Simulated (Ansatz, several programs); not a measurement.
A 2-atom cell of CdS started from a crystallographic database, relaxed with r2SCAN in Ansatz (plane waves, PAW): it is cubic, F-43m (No. 216); a = 5.878 Å in the conventional setting, 25.39 Å³ an atom. Cd is surrounded by 4 S at 2.55 Å; S is surrounded by 4 Cd at 2.55 Å. The cell was then scaled with its shape and fractional coordinates held. Calculated for a static, non-magnetic cell.

```tsv
V (Å³/atom)	E (meV/atom)
23.868	19.20
25.392	0.00
26.154	4.13
26.915	15.61
```

Question: Pass a cubic E = c₀ + c₁u + c₂u² + c₃u³, with u = V − 25.582 Å³, through these points.

Answer: c₀ = 0.27, c₁ = +2.794, c₂ = 7.211, c₃ = -0.5040 (meV and Å³).

Question: Where is the minimum, and what bulk modulus follows?

Answer: dE/du = 0 at u = -0.190, so V₀ = 25.39 Å³. B = V₀ d²E/dV² = 25.39 × (2c₂ + 6c₃u) = 25.39 × 14.996 = 381 meV/Å³, and 1 meV/Å³ is 0.16022 GPa: 61 GPa. A third-order Birch-Murnaghan fit to all five points gives 25.39 Å³ and 61 GPa.

Question: Predict the energy and the pressure at the withheld volume, 24.630 Å³.

Answer: With u = -0.952: E ≈ 4.58 meV and P = −dE/dV ≈ +1.97 GPa. The run gives 4.51 meV and, from its stress, +1.96 GPa.
